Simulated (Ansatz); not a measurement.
**CH₈SSn: a saddle search**

Does the minimum-mode search get back to a saddle from here?

Program: Ansatz 0.2.0, Gaussian basis. Level of theory: CAM-B3LYP-D4/def2-SVP. These are calculated values, not measurements.

## 1. Where the work starts

The start, a known saddle point with all atoms moved at random by about 0.06 Å a coordinate: 11 atoms, charge 0, spin multiplicity 1.

Atoms are counted from 1 here; the program's logs count them from 0.

Bond lengths: Sn1–S2 2.766 Å, Sn1–H3 1.675 Å, Sn1–H4 1.772 Å, Sn1–H5 1.668 Å, Sn1–H6 2.119 Å, Sn1–C7 2.398 Å, S2–H8 1.354 Å, C7–H9 1.184 Å, C7–H10 1.120 Å, C7–H11 0.942 Å. Angles: S2–Sn1–H3 87.4°, S2–Sn1–H4 153.8°, S2–Sn1–H5 88.1°, S2–Sn1–H6 38.3°, S2–Sn1–C7 74.7°, H3–Sn1–H4 105.2°, H3–Sn1–H5 121.5°, H3–Sn1–H6 102.0°, H3–Sn1–C7 115.1°, H4–Sn1–H5 103.8°, H4–Sn1–H6 115.6°, H4–Sn1–C7 79.2°, H5–Sn1–H6 109.3°, H5–Sn1–C7 119.6°, H6–Sn1–C7 36.5°, Sn1–S2–H8 97.4°, Sn1–C7–H9 95.3°, Sn1–C7–H10 138.1° and more.

Coordinates:

```xyz
11
CH8SSn
Sn   -0.7753    0.3557   -0.9247
S     1.5427    1.6229   -0.1067
H    -0.0840    0.2380   -2.4456
H    -1.9886   -0.9347   -0.8637
H    -1.6182    1.7162   -0.4538
H     0.9020    0.0964    0.3443
C     0.1789   -1.0806    0.7416
H     1.0084    2.3151    0.9272
H     0.0683   -2.0731    0.1061
H     1.0837   -1.1062    1.4013
H    -0.5225   -1.1221    1.3696
```

## 2. The search

run/in.yaml

```yaml
crystal:
  periodic: [false, false, false]
  atoms:
    - {symbol: Sn, position_ang: [-0.775254, 0.355683, -0.924740]}
    - {symbol: S, position_ang: [1.542747, 1.622899, -0.106715]}
    - {symbol: H, position_ang: [-0.083997, 0.237980, -2.445609]}
    - {symbol: H, position_ang: [-1.988640, -0.934651, -0.863733]}
    - {symbol: H, position_ang: [-1.618208, 1.716222, -0.453843]}
    - {symbol: H, position_ang: [0.902029, 0.096389, 0.344332]}
    - {symbol: C, position_ang: [0.178856, -1.080592, 0.741637]}
    - {symbol: H, position_ang: [1.008424, 2.315107, 0.927177]}
    - {symbol: H, position_ang: [0.068292, -2.073125, 0.106133]}
    - {symbol: H, position_ang: [1.083702, -1.106173, 1.401286]}
    - {symbol: H, position_ang: [-0.522513, -1.122069, 1.369576]}
basis:
  gaussian: {orbitals: def2-SVP}
hamiltonian: {xc: {name: CAM-B3LYP}, dispersion: d4}
saddle:
  f_tol: 0.1
  max_steps: 40
  mode_guess:
    - [-0.0843, -0.2764, 0.1204]
    - [0.1183, -0.1392, 0.1800]
    - [-0.0086, 0.0030, 0.0826]
    - [-0.1651, -0.0615, -0.0751]
    - [0.0780, -0.0729, 0.0031]
    - [0.4565, 0.6377, -0.1060]
    - [-0.1998, -0.0460, -0.1068]
    - [0.0091, -0.0002, 0.0121]
    - [-0.0569, -0.1155, 0.0341]
    - [-0.0876, 0.1673, -0.1832]
    - [-0.0596, -0.0963, 0.0388]
```

Started as:

```console
> ansatz run in.yaml --threads 4 --pin off --events-out ev --progress --plain --max-ram 9574MiB
```

What does the calculation give? Wanted: energy change; last largest force; RMSD from the start; RMSD from the known saddle.

As calculated:

| quantity | value |
| --- | --- |
| steps | 8 |
| energy change | -81.0 kJ/mol |
| last largest force | 0.0132 eV/Å |
| RMSD from the start | 0.088 Å |
| RMSD from the known saddle | 0.023 Å |

**Reading.** It converged in 8 steps at a force tolerance of 0.1 eV/Å. It is back at the known saddle, up to the shift that another level brings.
